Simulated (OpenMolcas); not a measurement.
**Pd³⁺ among point charges: CASSCF and CASPT2 levels and susceptibility**

How does a field of 6 point charges split the states of Pd³⁺, and what χT follows?

Method: state-averaged CASSCF and CASPT2, spin-orbit coupling by RASSI with atomic mean-field integrals. Code: OpenMolcas 26.06.

**1. What is computed**

```
Species                           : Pd³⁺ (palladium, Z = 46, 43 electrons)
Basis                             : ANO-RCC-VTZP [7s6p4d2f1g], 68 functions
Scalar Hamiltonian                : DKH2, point nucleus
Inactive shells                   : 1s 2s 2p 3s 3p 3d 4s 4p
Active space                      : 7 electrons in 5 orbitals (4d)
Some configurations of this space : 4d⁷
Orbitals                          : optimised for each spin and parity, averaged over all roots
```

The outer shells:

4d7
```
4d [↑↓][↑↓][↑ ][↑ ][↑ ]
```

The ion sits among 6 point charges of -1.7 e arranged as an octahedron (Oh), 1.83 Å from the ion.

The work runs as a chain of OpenMolcas steps in one folder; each step below is one input file. Labels, J, g values, rates, χT and fits are worked out afterwards by a script from the matrices that RASSI stores. The input lists half of the charges; inversion (Group=XYZ) makes the rest.

**2. GATEWAY and SEWARD: basis and integrals**

Input file a.inp:

```
&GATEWAY
Coord
1

Pd 0.0 0.0 0.0
Basis=ANO-RCC-VTZP
Group=XYZ
NoMove
AngMom=0.0 0.0 0.0
AMFI
XField
3 Angstrom 0
1.830000 0.000000 0.000000 -1.700000
0.000000 1.830000 0.000000 -1.700000
0.000000 0.000000 1.830000 -1.700000
&SEWARD
```

The run is started by

```
OMP_NUM_THREADS=1 MOLCAS_MEM=1689 MOLCAS_PROJECT=a pymolcas a.inp > a.log
```

**3. Reference wave functions, quartets of even parity, 10 roots**

Input file a.inp:

```
&RASSCF
FileOrb=start.orb
Symmetry=1
Spin=4
nActEl=7 0 0
Inactive=9 9
Ras2=5 0
CIRoot=10 10 1
SDav=10
CIMx=300
Iter=120 100
PrWF=0.3
OrbListing=Nothing
MaxOrb=0
>>> COPY $Project.JobIph JOB001
```

start.orb holds the contracted functions of the basis, ordered by shell, or the orbitals of the step before.

**4. CASSCF: doublets of even parity, 40 roots**

Input file a.inp:

```
&RASSCF
FileOrb=start.orb
Symmetry=1
Spin=2
nActEl=7 0 0
Inactive=9 9
Ras2=5 0
CIRoot=40 40 1
SDav=40
CIMx=300
Iter=120 100
PrWF=0.3
OrbListing=Nothing
MaxOrb=0
>>> COPY $Project.JobIph JOB002
```

**5. RASSI: spin-orbit coupling between the states**

Input file a.inp:

```
&RASSI
NrOfJobIphs=2 10 40
1 2 3 4 5 6 7 8 9 10
1 2 3 4 5 6 7 8 9 10 11 12 13 14 15 16 17 18 19 20 21 22 23 24 25 26 27
28 29 30 31 32 33 34 35 36 37 38 39 40
IphNames
JOB001
JOB002
EJob
SpinOrbit
DIPRint=1.0
SOCoupling=1000.0
Subsets=2
Property=9
'ANGMOM' 1 'ANGMOM' 2 'ANGMOM' 3 'MLTPL  1' 1 'MLTPL  1' 2 'MLTPL  1' 3
'AMFI' 1 'AMFI' 2 'AMFI' 3
SOProperty=3
'ANGMOM' 1 'ANGMOM' 2 'ANGMOM' 3
```

**6. CASPT2: IPEA 0.25, imaginary shift 0.1 (closed shells correlated: 4s 4p)**

Input file a.inp:

```
>>> COPY JOB001 $Project.JobIph
&CASPT2
Multistate=10 1 2 3 4 5 6 7 8 9 10
NoMult
Frozen=8 6
IPEA=0.25
Imaginary=0.1
MaxIter=60
WThr=0.0 0.3 0.05
PrWF=0.5
NoMix
>>> COPY JOB002 $Project.JobIph
&CASPT2
Multistate=40 1 2 3 4 5 6 7 8 9 10 11 12 13 14 15 16 17 18 19 20 21 22
23 24 25 26 27 28 29 30 31 32 33 34 35 36 37 38 39 40
NoMult
Frozen=8 6
IPEA=0.25
Imaginary=0.1
MaxIter=60
WThr=0.0 0.3 0.05
PrWF=0.5
NoMix
```

(Steps that only read results are left out.)

Q: Predict the outcome of this session. Wanted: spin-free ground state; first state of the same spin within the active space; lowest level; next level.

As calculated:

| quantity | value |
| --- | --- |
| method | SS-CASPT2, IPEA 0.25, imaginary shift 0.1 (closed shells correlated: 4s 4p) |
| spin-free ground state | 4T1, 3-fold in its orbital part |
| first state of the same spin within the active space | 4T2 at 8230 cm⁻¹ |
| lowest level | 2-fold Γ6, g = 4.66, 4.66, 4.66 |
| next level | 894.2 cm⁻¹ |
| χT at 300 K | 3.26 cm³ K/mol |
| effective moment at 300 K | 5.10 μB |

Cost by method:

```tsv
method	time of its own steps	time with the reference
A. CASSCF	11 s	11 s
B. SS-CASPT2, IPEA 0.25, imaginary shift 0.1, +4s 4p	7.1 s	18 s
```

Times are of one thread on a shared host.

What this shows: The spin-free ground state (4T1) comes to 97 % from free-ion F terms and keeps the highest spin of the shell. χT at 300 K is 3.26, against 1.88 cm³ K/mol for the spin alone, so orbital moment adds to it. An active space of the d shell alone favours high spin; real ions in strong fields can be low spin. A ligand-field fit to the states below 45000 cm-1 gives 10Dq = 8839 cm-1, B = 728 cm-1 and C = 3790 cm-1 (C/B = 5.21), with a deviation of 439 cm-1. CASPT2 does not keep the components of a term degenerate, and the means are used. The field of point charges can differ much from that of real complexes. With metal d orbitals alone active, the gaps between spin states are rough; where two lie within a few thousand cm-1, their order is open. This is an electrostatic model: the charges have no orbitals.
